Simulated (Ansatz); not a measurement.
Write a Python script for Ansatz 0.2.0, Python API that makes a check of PAW against all-electron LAPW of ScAg2, space group I4/mmm. Level of theory (first run): PBEsol, PAW, the default cutoff (420 eV here), 12×12×12 k-points, Fermi-Dirac smearing of 0.05 eV.

```
Sc Ag
1.0
    -1.76913    1.76913    4.46321
     1.76913   -1.76913    4.46321
     1.76913    1.76913   -4.46321
Sc Ag
1 2
Cartesian
  0.0000 0.0000 0.0000
  0.0000 0.0000 5.9507
  0.0000 0.0000 2.9757
```

`paw_lapw_scag2.py`
```python
"""Checking the PAW result for ScAg2 with LAPW."""

import logging
import sys

import ansatz as az
import numpy as np

logging.basicConfig(stream=sys.stdout, format="[%(levelname)s] %(message)s")
logger = logging.getLogger("calc")
logger.setLevel(logging.INFO)


def count_gap(report):
    # lowest empty less highest filled band, counting bands; zero where they overlap
    return max(report.get("gap_by_band_count_ev") or 0.0, 0.0)


def main() -> None:
    scag2 = (
        az.Lattice.from_parameters(3.53826, 3.53826, 8.92642, alpha=90, beta=90, gamma=90)
        .space_group(139, hermann_mauguin="I4/mmm")
        .atom("Sc", [0.0, 0.0, 0.0])
        .atom("Ag", [0.5, 0.5, 0.16664])
        .primitive()
    )

    job = (
        scag2.calculation()
        .kpoints(12)
        .functional("pbesol")
        .occupations("fermi_dirac", width=0.05)
        .stress()  # GPa
        .forces()  # eV per angstrom
        .band_table()
    )
    variants = {
        "PAW": job.pseudopotentials("paw"),
        "LAPW": job.pseudopotentials("all_electron", lapw=True),
    }
    # totals differ by the cores that each treatment holds, so compare what does not depend on them
    rows = []
    for label, variant in variants.items():
        r = variant.run(threads=1, backend="cpu").report
        levels = np.array(r["eigenvalues_ev"][0]) - r["fermi_energy_ev"]
        print(label, "levels at the first k-point near E_F:", np.round(levels[np.abs(levels) < 5], 3))
        rows.append((label, r["n_electrons"], np.trace(r["stress_gpa"]) / 3, float(np.abs(r["forces_ev_ang"]).max()), count_gap(r)))
    lines = [",".join(["treatment", "electrons in bands", "P GPa", "max force component eV/A", "gap by band count eV"])] + [",".join(f"{v:.4f}" if isinstance(v, float) else str(v) for v in row) for row in rows]
    print("\n".join(lines))
    with open("paw_lapw.csv", "w") as handle:
        handle.write("\n".join(lines) + "\n")


if __name__ == "__main__":
    main()
```

```console
$ python paw_lapw_scag2.py
DeckWarning: basis.ecutwfc = 420 eV, auto-derived from the records' recommended cutoffs: set by Sc (normal level)
PAW levels at the first k-point near E_F: [-4.783 -4.783 -4.763 -4.59  -4.59  -3.895 -0.833  0.694  1.337  1.337
  2.556  2.699]
LAPW levels at the first k-point near E_F: [-4.783 -4.783 -4.764 -4.59  -4.59  -3.895 -0.833  0.693  1.336  1.336
  2.555  2.7  ]
treatment,electrons in bands,P GPa,max force component eV/A,gap by band count eV
PAW,49.0000,-3.2310,0.0109,0.0000
LAPW,49.0000,-3.2429,0.0116,0.0000
```
(Warnings from the package without file and line.)

PAW gives -3.231 GPa and LAPW -3.243 GPa, 0.012 GPa apart. They took 12.9 and 114.0 s of processor time.

What to keep in mind:
- The computed bands are complete only to about 3.0 eV above the Fermi level.
- A gap by band count of zero or less means overlapping bands, a metal, and at an odd count of electrons it is no gap at all.
- The structure comes from a database of computed cells and needn't be a stable or known phase.
- Gaps and levels are Kohn-Sham values on a finite set of k-points, without spin-orbit coupling.
- Pressure is positive in compression; the treatments may keep other shells as core, so totals and counts of electrons can differ.
- Finished in 2.1 min on 1 thread of Arm Neoverse V1, on a shared host, peak memory 1.2 GiB.
